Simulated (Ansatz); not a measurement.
# Cl4H2W: the cost of one run

All numbers below are computed with Ansatz 0.2.0 (RKS PBE-D4/def2-SVP).

### 1 The starting structure

Bond lengths: W1–H2 1.920 Å, W1–H3 1.920 Å, W1–Cl4 2.390 Å, W1–Cl5 2.390 Å, W1–Cl6 2.390 Å, W1–Cl7 2.390 Å. Angles (14 of 15 angles, heavy atoms first): Cl4–W1–Cl5 90.0°, Cl4–W1–Cl6 180.0°, Cl4–W1–Cl7 90.0°, Cl5–W1–Cl6 90.0°, Cl5–W1–Cl7 90.0°, Cl6–W1–Cl7 90.0°, H2–W1–Cl4 90.0°, H2–W1–Cl5 119.8°, H2–W1–Cl6 90.0°, H2–W1–Cl7 150.2°, H3–W1–Cl4 90.0°, H3–W1–Cl5 150.2°, H3–W1–Cl6 90.0°, H3–W1–Cl7 119.8°.

As a file:

```xyz
7

W     0.0000    0.0000    0.0000
H     0.9528    0.0000    1.6669
H     1.6669    0.0000    0.9528
Cl    0.0000    2.3900    0.0000
Cl   -2.3900    0.0000    0.0000
Cl    0.0000   -2.3900    0.0000
Cl    0.0000    0.0000   -2.3900
```

### 2 A restrained relaxation towards end A

Springs on the bonds that form and break draw the guess towards this end; the thresholds are loose.

input.yaml

```yaml
crystal:
  periodic: [false, false, false]
  atoms:
    - { symbol: W, position_ang: [0.0, 0.0, 0.0] }
    - { symbol: H, position_ang: [0.9528, 0.0, 1.6669] }
    - { symbol: H, position_ang: [1.6669, 0.0, 0.9528] }
    - { symbol: Cl, position_ang: [0.0, 2.39, 0.0] }
    - { symbol: Cl, position_ang: [-2.39, 0.0, 0.0] }
    - { symbol: Cl, position_ang: [0.0, -2.39, 0.0] }
    - { symbol: Cl, position_ang: [0.0, 0.0, -2.39] }
basis:
  gaussian: { orbitals: def2-SVP }
hamiltonian:
  xc: pbe
  dispersion: d4
relax:
  f_tol: 0.15
  max_steps: 25
  restrain:
    - { distance: [1, 2], at: 1.86, k: 30.0 }
    - { distance: [0, 1], at: 1.72, k: 30.0 }
    - { distance: [0, 2], at: 1.72, k: 30.0 }
output:
  orbitals: {}
```

On the command line:

```console
$ ansatz run input.yaml --threads 4 --pin off --max-ram 5120MiB --backend cpu --events-out ev --progress --plain --runs-dir out
```

Q: Estimate wall time and peak memory on 4 threads of Arm Neoverse V2, shared host.

About 22 s, with a peak of 0.26 GiB.
